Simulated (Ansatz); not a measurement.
# Cl2F5HMo: the cost of one run

Method: RKS PBE-D4/def2-SVP, in Ansatz 0.2.0.

## 1. The system as given

Bond lengths: Mo1–Cl2 2.660 Å, Mo1–Cl3 2.310 Å, Mo1–F4 1.770 Å, Mo1–F5 1.770 Å, Mo1–F6 1.770 Å, Mo1–F7 1.770 Å, Mo1–F8 2.070 Å, Cl3–F8 1.826 Å. Angles (14 of 23 angles, heavy atoms first): Cl2–Mo1–Cl3 90.0°, Cl2–Mo1–F4 90.0°, Cl2–Mo1–F5 90.0°, Cl2–Mo1–F6 90.0°, Cl2–Mo1–F7 180.0°, Cl2–Mo1–F8 71.6°, Cl3–Mo1–F4 90.0°, Cl3–Mo1–F5 180.0°, Cl3–Mo1–F6 90.0°, Cl3–Mo1–F7 90.0°, Cl3–Mo1–F8 48.9°, F4–Mo1–F5 90.0°, F4–Mo1–F6 180.0°, F4–Mo1–F7 90.0°.

As a file:

```xyz
9

Mo    0.0000    0.0000    0.0000
Cl    0.0000    0.0000    2.6600
Cl    2.3100    0.0000    0.0000
F     0.0000    1.7700    0.0000
F    -1.7700    0.0000    0.0000
F     0.0000   -1.7700    0.0000
F     0.0000    0.0000   -1.7700
F     1.3604    1.4171    0.6527
H     1.0093    1.0514    1.8096
```

## 2. A restrained relaxation towards end A

Springs on the bonds that form and break draw the guess towards this end; the thresholds are loose.

input.yaml reads:

```yaml
crystal:
  periodic: [false, false, false]
  atoms:
    - { symbol: Mo, position_ang: [0.0, 0.0, 0.0] }
    - { symbol: Cl, position_ang: [0.0, 0.0, 2.66] }
    - { symbol: Cl, position_ang: [2.31, 0.0, 0.0] }
    - { symbol: F, position_ang: [0.0, 1.77, 0.0] }
    - { symbol: F, position_ang: [-1.77, 0.0, 0.0] }
    - { symbol: F, position_ang: [0.0, -1.77, 0.0] }
    - { symbol: F, position_ang: [0.0, 0.0, -1.77] }
    - { symbol: F, position_ang: [1.3604, 1.4171, 0.6527] }
    - { symbol: H, position_ang: [1.0093, 1.0514, 1.8096] }
basis:
  gaussian: { orbitals: def2-SVP }
hamiltonian:
  xc: pbe
  dispersion: d4
relax:
  f_tol: 0.15
  max_steps: 25
  restrain:
    - { distance: [0, 7], at: 2.97, k: 30.0 }
    - { distance: [8, 1], at: 2.57, k: 30.0 }
    - { distance: [0, 1], at: 2.31, k: 30.0 }
    - { distance: [8, 7], at: 0.92, k: 30.0 }
```

On the command line:

```bash
ansatz run input.yaml --threads 4 --pin off --max-ram 5120MiB --backend cpu --events-out ev --progress --plain --runs-dir out
```

What time and memory should one allow on 4 threads of Arm Neoverse V2, shared host?

About 30 s, with a peak of 0.23 GiB.
